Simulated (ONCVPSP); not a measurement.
# An ONCV potential for oxygen, from input to tests

Aim: build the potential from the settings below, then test how well it stands in for the atom: other configurations, scattering, ghost states and the plane-wave cutoff that it needs.

The numbers are computed with ONCVPSP 4.0.1.1 (patched build) (PBE, scalar-relativistic, spin-unpolarised reference atom).

**1. Settings**

The settings as typed:

```
element                 : oxygen (O, Z = 8)
type                    : optimised norm-conserving Vanderbilt (ONCV)
frozen core             : [He]
valence charge          : 6
reference configuration : 2s2 2p2 (charge +2)
partial waves           : 2s: rc 0.75 bohr, ncon 4, nbas 8, qcut 7.4 1/bohr, 1 projector; 2p: rc 1.95 bohr, ncon 4, nbas 7, qcut 5.6 1/bohr, 2 projectors, debl 3.9 Ha; d scattering state at 0.23 Ha: rc 2.00 bohr, ncon 4, nbas 7, qcut 4.6 1/bohr, 1 projector
local potential         : polynomial inside 0.50 bohr (lpopt 5, dvloc0 0 Ha)
core correction         : Teter function, fcfact 4, rcfact 1.05
```

An earlier all-electron run gives the scale for the radii.

All-electron outer shells of the reference configuration (PBE, scalar-relativistic, ld1.x):

```csv
shell,level (eV),outermost node (bohr),outermost maximum (bohr)
1s,-557.75,–,0.13
2s,-58.35,0.27,0.84
2p,-43.24,–,0.75
```

**2. Generating the potential**

The input, O.dat:

```
# ATOM AND REFERENCE CONFIGURATION
# atsym  z   nc   nv     iexc    psfile
  O 8.00    1    2        4      upf
#
#   n    l    f
    1    0    2.00
    2    0    2.00
    2    1    2.00
#
# PSEUDOPOTENTIAL AND OPTIMIZATION
# lmax
    2
#
#   l,   rc,      ep,       ncon, nbas, qcut
    0    0.75    0.00    4    8    7.40
    1    1.95    0.00    4    7    5.60
    2    2.00    0.23    4    7    4.60
#
# LOCAL POTENTIAL
# lloc, lpopt,  rc(5),   dvloc0
    4    5    0.50    0.00
#
# VANDERBILT-KLEINMAN-BYLANDER PROJECTORs
# l, nproj, debl
    0    1    3.80
    1    2    3.90
    2    1    0.90
#
# MODEL CORE CHARGE
# icmod, fcfact, rcfact
    3    4.00    1.05
#
# LOG DERIVATIVE ANALYSIS
# epsh1, epsh2, depsh
   -4.00    5.00    0.02
#
# OUTPUT GRID
# rlmax, drl
    6.00    0.01
#
# TEST CONFIGURATIONS
# ncnf
    4
# nvcnf
#   n    l    f
    2
    2    0    2.00
    2    1    4.00
#
    2
    2    0    2.00
    2    1    3.00
#
    2
    2    0    2.00
    2    1    1.00
#
    2
    2    0    1.00
    2    1    5.00
#
```

Started as:

```
oncvpsp.x < O.dat > O.out
```

Q: Predict the outcome of this session. Wanted: cutoffs for 1 and 0.1 mHa per electron, occupied waves; bound ghosts; GHOST(+) flags; largest test error; largest phase difference near zero energy, channels read; rms error of d²Exc/dn², without and with the model core.

**Answer**, as computed:

```
                                                quantity                                     value
  cutoffs for 1 and 0.1 mHa per electron, occupied waves                         145 Ha and 291 Ha
                                            bound ghosts                                none found
                                          GHOST(+) flags                                d at 23 eV
                            largest test error (AE − PS)  +1385 meV, for 2s2 2p4 (1 test unsolved)
largest phase difference near zero energy, channels read                                 1.232 rad
 rms error of d²Exc/dn², without and with the model core                         1.20 and 1.74 mHa
```

In words: The worst unpolarised test, 2s2 2p4, is off by 1385 meV on 50.0 eV; by total energies transferability rates as poor. That test lies far up in energy; among those under 40 eV, nearer to bonding, the largest error is 484 meV. Of the tests 1 gave no usable energy difference, which is a warning in itself. By its cutoff, 145 Ha for the looser tolerance, it is very hard. At the looser tolerance the 2s wave is the slowest; 2p needs 16 Ha. No bound ghost shows below the valence levels. Near zero energy the largest phase difference among the channels read is 1.23 rad, in the p channel. The pseudo curves have poles with no partner nearby in the atom's: p at 0.66 Ha, d at 0.82 Ha. At positive energy that is a spurious or a displaced resonance. The program also flags highly localised states, GHOST(+) (d). All of this concerns the isolated atom, not yet a solid.
